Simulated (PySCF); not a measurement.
# C₅H₉BNO−: circular dichroism and optical rotation

What do calculations give for the circular dichroism and optical rotation of C₅H₉BNO− (`[BH3-][C@@H](C=O)[C@H](C)C#N`)?

Programs: PySCF 2.14.0, with routines of our own; each step states its level. All values are computed. Atoms count from 0.

### Step 1. The system as given

17 atoms, charge -1, multiplicity 1; geometry from: GFN2-xTB.

### Step 2. Circular dichroism and optical rotation: TDDFT CAM-B3LYP/def2-SVPD

The job: settings as JSON, then the geometry in Å.

```
{"job": {"kind": "ecd", "xc": "CAM-B3LYP", "basis": "def2-SVPD", "nstates": 16}, "charge": -1, "multiplicity": 1}
B      2.008037     0.380959    -0.059679
C      0.406364    -0.099696    -0.530139
C      0.547279    -1.520877    -0.683052
O      0.194579    -2.407721     0.084964
C     -0.608735     0.307197     0.537680
C     -2.024065    -0.211420     0.228114
C     -0.674746     1.736266     0.672589
N     -0.839627     2.867839     0.769257
H      2.755557     0.183029    -0.984758
H      2.347692    -0.236059     0.916984
H      1.914063     1.557809     0.181754
H      0.227708     0.405882    -1.478562
H      1.108303    -1.803622    -1.604875
H     -0.270939    -0.117132     1.490111
H     -2.365644     0.168336    -0.734991
H     -2.734951     0.098686     0.995408
H     -1.997875    -1.297447     0.189282
```

With the program's defaults for keys left out, this is: TDDFT CAM-B3LYP/def2-SVPD circular dichroism and optical rotation, one conformer, gas phase.

On the command line:

```
OMP_NUM_THREADS=1 python excited_run.py task.json out
```

This one command runs all jobs of the session in turn.

Log:

```text
coarse grid: 14248 points
cycle   1  E = -350.1192127271  dE =  1.031e+00  |g| = 8.927e-01  |ddm| = 6.746e+00
cycle   2  E = -349.8792705275  dE =  2.399e-01  |g| = 1.483e+00  |ddm| = 3.425e+00
cycle   3  E = -350.3003998734  dE = -4.211e-01  |g| = 1.417e-01  |ddm| = 2.125e+00
cycle   4  E = -350.3055208430  dE = -5.121e-03  |g| = 5.685e-02  |ddm| = 4.230e-01
cycle   5  E = -350.3063121977  dE = -7.914e-04  |g| = 1.399e-02  |ddm| = 1.420e-01
cycle   6  E = -350.3063507497  dE = -3.855e-05  |g| = 6.977e-03  |ddm| = 3.632e-02
cycle   7  E = -350.3063603916  dE = -9.642e-06  |g| = 2.863e-03  |ddm| = 1.277e-02
final grid: 137800 points
cycle   8  E = -350.3797031655  dE = -3.769e-05  |g| = 5.686e-03  |ddm| = 1.275e-01
cycle   9  E = -350.3796953888  dE =  7.777e-06  |g| = 8.631e-03  |ddm| = 2.220e-02
cycle  10  E = -350.3797098648  dE = -1.448e-05  |g| = 8.292e-04  |ddm| = 1.074e-02
cycle  11  E = -350.3797100112  dE = -1.464e-07  |g| = 2.361e-04  |ddm| = 1.814e-03
cycle  12  E = -350.3797100223  dE = -1.115e-08  |g| = 1.603e-04  |ddm| = 7.255e-04
cycle  13  E = -350.3797100274  dE = -5.092e-09  |g| = 2.293e-05  |ddm| = 2.812e-04
cycle  14  E = -350.3797100276  dE = -1.728e-10  |g| = 8.074e-06  |ddm| = 9.125e-05
converged SCF energy = -350.3797100276

Singlet excitations and rotatory strengths (1e-40 esu^2 cm^2)
state   eV       nm     f(len)   f(vel)    R(len)    R(vel)   main configurations
  1   4.7414   261.5  0.00429  0.00413    44.226    44.093   H->L+1 0.41, H-3->L+1 0.20, H->L+2 0.08
  2   6.1467   201.7  0.01312  0.01344    17.040    17.736   H->L 0.66, H->L+2 0.09, H-3->L+1 0.08
  3   6.4454   192.4  0.13872  0.13628   -66.189   -63.927   H->L+1 0.26, H-3->L+1 0.16, H-2->L+1 0.15
  4   6.5678   188.8  0.00231  0.00228     5.801     5.098   H-1->L+1 0.68, H-1->L 0.15
  5   6.7231   184.4  0.05511  0.05682     5.894     7.953   H-2->L+1 0.51, H-3->L 0.11, H-2->L 0.10
  6   6.7911   182.6  0.01640  0.01904     3.836     5.317   H->L+2 0.52, H->L+3 0.13, H->L+1 0.08
  7   6.8550   180.9  0.04301  0.04460    -3.381    -4.641   H-3->L 0.25, H-3->L+2 0.13, H-2->L 0.13
  8   6.9946   177.3  0.03472  0.03672   -57.479   -56.184   H->L+3 0.37, H-1->L+2 0.26, H-1->L 0.14
  9   7.0840   175.0  0.03765  0.03892    30.382    28.610   H-2->L+2 0.40, H-1->L+2 0.14, H-2->L 0.13
 10   7.2003   172.2  0.03644  0.03659    -1.624    -2.360   H->L+3 0.19, H-1->L+2 0.15, H-2->L+2 0.12
 11   7.3375   169.0  0.00549  0.00647    -2.448    -2.859   H->L+4 0.34, H->L+5 0.23, H-3->L 0.09
 12   7.3942   167.7  0.06819  0.07132    26.214    27.830   H-3->L+2 0.19, H-3->L 0.14, H->L+5 0.13
 13   7.5379   164.5  0.06915  0.06808     1.624     2.653   H-1->L 0.20, H-2->L+2 0.11, H-1->L+1 0.11
 14   7.5619   164.0  0.04514  0.04639   -12.934   -13.340   H->L+6 0.34, H-1->L 0.10
 15   7.5956   163.2  0.00309  0.00332    -6.339    -6.435   H-2->L 0.23, H-2->L+1 0.12, H-2->L+5 0.10
 16   7.6366   162.4  0.03048  0.03162   -40.006   -42.026   H-3->L+3 0.18, H->L+5 0.17, H->L+6 0.13

Specific rotation (deg / (dm g/mL))
    nm     length   length(OI)   velocity    alpha(len)  alpha(vel)
  633.0     285.15     286.79     296.20       96.164     95.655
  589.3     348.87     350.78     361.91       96.598     96.088
  546.0     437.72     439.97     453.35       97.144     96.633
  436.0     946.29     949.93     973.82       99.458     98.942
  405.0    1280.46    1284.71    1314.06      100.540    100.022
  365.0    2100.54    2105.77    2145.70      102.474    101.953
  355.0    2442.47    2447.97    2491.48      103.093    102.571
```

It took 2.3 min on 1 thread of Arm Neoverse V1, shared host; peak memory 1.1 GiB.

### Step 3. What came out

| quantity | value |
| --- | --- |
| state of largest rotatory strength (velocity form) among 16 (step 2, TDDFT CAM-B3LYP/def2-SVPD) | 6.45 eV, R = -63.9 (velocity), -66.2 (length) ·10⁻⁴⁰ esu² cm² |
| specific rotation at 633.0 nm (step 2, TDDFT CAM-B3LYP/def2-SVPD) | 296.2 (velocity), 285.1 (length) |

In words: For an anion in the gas phase, states above the energy of detachment are held by the basis alone, so excitations and responses hang on it. Rotations belong to one conformer.
